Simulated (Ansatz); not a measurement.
# CaLa3P: a trial structure relaxed, part 2 of 2

Where does this trial cell of CaLa3P go when cell and atoms are let free?

Ansatz 0.2.0; DFT PBE, scalar-relativistic, plane waves, PAW. The steps go on from the part before.

## Step 5: Outcome

What follows sums up all 2 parts. Changes of volume or cell count from the first structure of part 1.

| quantity | value |
| --- | --- |
| symmetry at the end (tolerance 0.05 Å) | space group Pm-3m (No. 221) |
| conventional cell | a = 5.759 Å, b = 5.759 Å, c = 5.759 Å, α = 90.00°, β = 90.00°, γ = 90.00° |
| volume | 38.21 Å³/atom |
| energy over the elements, black P | -0.51 eV/atom |
| gap on the mesh | none (metal) |

In words: The space group Pm-3m (No. 221) is kept, and the volume per atom grows by 17.1 % from the first guess. It lies below the elements, which doesn't yet make it stable: competing phases were not computed in this session. No finished test with a distortion of lower symmetry is shown, so the end may be a saddle point. Spin-orbit coupling is left out for La.
